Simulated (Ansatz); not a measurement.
I need a comparison of enthalpies under pressure of two structures of MgH2. Use the Ansatz DFT code, driven from Python. Level of theory (first run): LDA, PAW, cutoff 460 eV, 9×9×7 k-points, Fermi-Dirac smearing of 0.01 eV.

The script, `run_transition.py`:
```python
"""Enthalpies of two structures of MgH2 under pressure."""

import ansatz as az
import numpy as np


def alb2(a_site, b_site, a):
    return (
        az.Lattice.from_parameters(a, a, 1.1 * a, alpha=90, beta=90, gamma=120)
        .space_group(191)
        .atom(a_site, (0, 0, 0))
        .atom(b_site, (1 / 3, 2 / 3, 0.5))
    )


def fluorite(a_site, b_site, a):
    return (
        az.Lattice.fcc(a)
        .space_group(225)
        .atom(a_site, (0, 0, 0))
        .atom(b_site, (0.25, 0.25, 0.25))
        .primitive()
    )


def solve(name, crystal, pressure=0.0):
    calc = (
        crystal.calculation()
        .functional(az.Functional.LDA)
        .basis(460)
        .kpoints(spacing=0.3)
        .occupations("fermi_dirac", width=0.01)
    )
    calc = calc.relax(force_tolerance=0.03, cell=True, pressure=pressure)
    return calc.run(threads=1, backend="cpu")


def volume_per_atom(outcome):
    return abs(np.linalg.det(outcome.lattice.cell_ang)) / len(outcome.lattice.sites)


def main() -> None:
    phases = {}
    phases["AlB2"] = alb2("Mg", "H", 3.0)
    phases["fluorite"] = fluorite("Mg", "H", 4.76)

    # enthalpy per atom at each pressure
    pressures = [0, 10, 20, 30]
    enthalpy, volume = {name: [] for name in phases}, {name: [] for name in phases}
    for p in pressures:
        for name, crystal in phases.items():
            o = solve(name, crystal, pressure=p)
            volume[name].append(volume_per_atom(o))
            enthalpy[name].append(o.report["energy_sigma0_ev"] / len(o.lattice.sites) + p * volume[name][-1] / 160.21766)
    gap = np.array(enthalpy["fluorite"]) - np.array(enthalpy["AlB2"])
    rows = [(p, va, vb, 1000 * d) for p, va, vb, d in zip(pressures, volume["AlB2"], volume["fluorite"], gap)]
    print("| P (GPa) | V AlB2 (A^3/atom) | V fluorite (A^3/atom) | H(fluorite) - H(AlB2) (meV/atom) |")
    print("| --- | --- | --- | --- |")
    for row in rows:
        print(f"| {row[0]:d} | {row[1]:.3f} | {row[2]:.3f} | {row[3]:+.1f} |")
    crossings = [p0 - g0 * (p1 - p0) / (g1 - g0) for p0, p1, g0, g1 in zip(pressures, pressures[1:], gap, gap[1:]) if g0 * g1 < 0]
    print("crossing near", [round(float(p), 1) for p in crossings], "GPa") if crossings else print("no crossing in this range")


if __name__ == "__main__":
    main()
```

Output of `python run_transition.py`:
```text
| P (GPa) | V AlB2 (A^3/atom) | V fluorite (A^3/atom) | H(fluorite) - H(AlB2) (meV/atom) |
| --- | --- | --- | --- |
| 0 | 7.799 | 8.497 | -444.3 |
| 10 | 6.940 | 7.505 | -405.4 |
| 20 | 6.377 | 6.872 | -372.4 |
| 30 | 5.964 | 6.413 | -343.1 |
no crossing in this range
```

What to keep in mind:
- At a fixed pressure a relaxation lowers the enthalpy F + PV, while F alone can rise.
- For the metals among these phases the mesh is modest: differences between phases can be off by up to 40 meV an atom.
- Only these two structures are compared, at zero temperature and with their symmetry kept; either may be hypothetical, and another phase may be lower than both. Differences under about 40 meV an atom lie within the error of mesh and functional.
- The cells are prototypes set up for this calculation and needn't exist.
- Timing: 49 s on 1 thread of Arm Neoverse V1, with other jobs on the host, peak memory 0.35 GiB.
